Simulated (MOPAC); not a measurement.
**C2H6F4Si2 (SMILES C[Si](C)(F)[Si](F)(F)F) at PM3 (COSMO chloroform)**

We compute a structure relaxation of C2H6F4Si2. 

Program for the calculation: MOPAC 23.2.5.

6 further runs of the same task are left out: 3 that didn't finish, 3 set aside as unsound or not needed.

## (1) Starting point

C2H6F4Si2 has 14 atoms, charge 0, and is taken as a singlet. SMILES: `C[Si](C)(F)[Si](F)(F)F`. The shape comes from a force field and isn't a relaxed structure. The run starts from this shape.

Bond lengths: C1–Si2 1.811 Å, Si2–C3 1.858 Å, Si2–F4 1.680 Å, Si2–Si5 2.311 Å, Si5–F6 1.617 Å, Si5–F7 1.633 Å, Si5–F8 1.636 Å, C1–H9 1.157 Å, C1–H10 1.051 Å, C1–H11 1.104 Å, C3–H12 1.074 Å, C3–H13 1.114 Å, C3–H14 1.122 Å. Some angles: C1–Si2–C3 110.6°, C1–Si2–F4 106.4°, C1–Si2–Si5 110.2°, C3–Si2–F4 109.1°, C3–Si2–Si5 109.3°, F4–Si2–Si5 111.3°, Si2–Si5–F6 110.1°, Si2–Si5–F7 111.1°, Si2–Si5–F8 111.6°, F6–Si5–F7 108.3°.

## (2) A structure relaxation at PM3 (COSMO chloroform)

mol.sdf reads:

```

     RDKit          3D

 14 13  0  0  0  0  0  0  0  0999 V2000
   -0.3394    0.1645   -1.7804 C   0  0  0  0  0  0  0  0  0  0  0  0
    0.4697   -0.2418   -0.2125 Si  0  0  0  0  0  4  0  0  0  0  0  0
   -0.3293   -1.7256    0.5704 C   0  0  0  0  0  0  0  0  0  0  0  0
    2.0664   -0.6093   -0.5841 F   0  0  0  0  0  0  0  0  0  0  0  0
    0.3375    1.5504    1.2401 Si  0  0  0  0  0  4  0  0  0  0  0  0
   -1.2090    1.8860    1.5705 F   0  0  0  0  0  0  0  0  0  0  0  0
    1.1018    1.2247    2.6457 F   0  0  0  0  0  0  0  0  0  0  0  0
    1.0359    2.8889    0.6112 F   0  0  0  0  0  0  0  0  0  0  0  0
   -1.4376    0.4661   -1.5760 H   0  0  0  0  0  0  0  0  0  0  0  0
   -0.3468   -0.6190   -2.4812 H   0  0  0  0  0  0  0  0  0  0  0  0
    0.0708    1.0772   -2.2461 H   0  0  0  0  0  0  0  0  0  0  0  0
   -0.2369   -2.5830   -0.0697 H   0  0  0  0  0  0  0  0  0  0  0  0
   -1.3963   -1.5213    0.8167 H   0  0  0  0  0  0  0  0  0  0  0  0
    0.2002   -1.9870    1.5243 H   0  0  0  0  0  0  0  0  0  0  0  0
  2  1  1  0
  3  2  1  0
  4  2  1  0
  5  2  1  0
  6  5  1  0
  7  5  1  0
  8  5  1  0
  9  1  1  0
 10  1  1  0
 11  1  1  0
 12  3  1  0
 13  3  1  0
 14  3  1  0
M  END
$$$$
```

c2h6f4si2.mop reads:

```
PM3 CYCLES=200 EPS=4.71 GNORM=0.1 SINGLET THREADS=1 AUX(PRECISION=6)


C    0.000000  1    0.000000  1    0.000000  1     0   0   0
Si   1.810534  1    0.000000  1    0.000000  1     1   0   0
C    1.858224  1  110.603237  1    0.000000  1     2   1   0
F    1.680058  1  106.395032  1  118.355935  1     2   1   3
Si   2.310737  1  110.167679  1  239.102643  1     2   1   3
F    1.616618  1  110.133989  1   61.851318  1     5   2   1
F    1.632773  1  111.080140  1  181.778961  1     5   2   1
F    1.635500  1  111.628883  1  301.267299  1     5   2   1
H    1.157059  1  109.248491  1   63.782693  1     1   2   3
H    1.051212  1  114.406354  1  302.876656  1     1   2   3
H    1.103704  1  112.636454  1  176.650585  1     1   2   3
H    1.073965  1  110.449461  1   61.277522  1     3   2   1
H    1.113953  1  111.012115  1  297.532099  1     3   2   1
H    1.121885  1  109.958745  1  178.246577  1     3   2   1
```

The run is started by

```
$ obabel mol.sdf -omopin -xk "PM3 CYCLES=200 EPS=4.71 GNORM=0.1 SINGLET THREADS=1 AUX(PRECISION=6)" -O c2h6f4si2.mop
$ mopac c2h6f4si2.mop
```

**Question.** What will come out? Wanted: dipole moment; HOMO energy; LUMO energy; HOMO–LUMO gap; heat of formation.

**Answer.** As computed:

At PM3 (COSMO chloroform):

```
         quantity            value
    dipole moment           3.25 D
      HOMO energy         -8.90 eV
      LUMO energy         -1.35 eV
    HOMO–LUMO gap          7.54 eV
heat of formation  -401.0 kcal/mol
```

At the final geometry: Bond lengths: C1–Si2 1.869 Å, Si2–C3 1.869 Å, Si2–F4 1.600 Å, Si2–Si5 2.515 Å, Si5–F6 1.598 Å, Si5–F7 1.598 Å, Si5–F8 1.598 Å, C1–H9 1.095 Å, C1–H10 1.096 Å, C1–H11 1.095 Å, C3–H12 1.096 Å, C3–H13 1.095 Å, C3–H14 1.095 Å. Some angles: C1–Si2–C3 113.6°, C1–Si2–F4 109.0°, C1–Si2–Si5 107.2°, C3–Si2–F4 109.1°, C3–Si2–Si5 107.2°, F4–Si2–Si5 110.9°, Si2–Si5–F6 113.0°, Si2–Si5–F7 115.7°, Si2–Si5–F8 115.7°, F6–Si5–F7 103.6°. The optimisation took 34 steps and changed the energy by -0.613 eV.
